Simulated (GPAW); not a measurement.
A run of GPAW 26.7.0 is set up as follows.

Contents of run.py:

```python
from ase import Atoms
from ase.dft.bandgap import bandgap
from ase.io import write
from ase.units import Bohr, GPa
from gpaw import GPAW, PW, setup_paths
from gpaw.elf import elf_from_dft_calculation

setup_paths.insert(0, '.')

atoms = Atoms(['Au', 'Au', 'Au', 'Ni'],
              cell=[[4.028168, 0.0, 0.0],
                    [0.0, 4.028168, 0.0],
                    [0.0, 0.0, 4.028168]],
              scaled_positions=[[0.5, 0.5, 0.0],
                                [0.0, 0.5, 0.5],
                                [0.5, 0.0, 0.5],
                                [0.0, 0.0, 0.0]],
              pbc=True)
atoms.set_initial_magnetic_moments([0.0, 0.0, 0.0, 1.0])

calc = GPAW(mode=PW(600),
            xc='PBEsol',
            kpts={'size': (7, 7, 7), 'gamma': True},
            occupations={'name': 'fermi-dirac', 'width': 0.05},
            nbands=45,
            convergence={'density': 1e-05, 'energy': 1e-05},
            maxiter=150,
            txt='gpaw.txt')
atoms.calc = calc
energy = atoms.get_potential_energy()
forces = atoms.get_forces()
stress = atoms.get_stress()
calc.write('gs.gpw')
write('result.traj', atoms)
print(f'Energy: {energy:.6f} eV')
print('Forces (eV/A):')
print(forces.round(4))
print('Stress (GPa):', (stress / GPa).round(3))
print('Moments:', calc.get_magnetic_moments().round(3))
print('Fermi level:', round(calc.get_fermi_level(), 4), 'eV')
print(f'Gap: {bandgap(calc)[0]:.4f} eV, direct: {bandgap(calc, direct=True)[0]:.4f} eV')

# fields on the real-space grid
write('density.cube', atoms, data=calc.get_pseudo_density() * Bohr**3)
write('potential.cube', atoms, data=calc.get_electrostatic_potential())
write('spin.cube', atoms, data=(calc.get_pseudo_density(spin=0) - calc.get_pseudo_density(spin=1)) * Bohr**3)
write('elf.cube', atoms, data=elf_from_dft_calculation(calc).data)
```

Potentials or basis: PAW data sets generated in the run's folder for this functional, pw.

Launch:

```bash
$ gpaw-setup -f PBEsol Au Ni
$ OMP_NUM_THREADS=1 python run.py
```

(1) Predict the net moment.

(2) What does it give for the band gap on the k mesh?

(3) Estimate the pressure.

Results:

(1) 0.00 μB per cell.

(2) none (metal or under the smearing width).

(3) -6.8 GPa.

Caveat: with this Au data set, volumes or pressures lay over 1.5 % or 2 GPa off other programs in two to four cells of ten; the stock nickel data set gives pressures a few GPa off other programs.
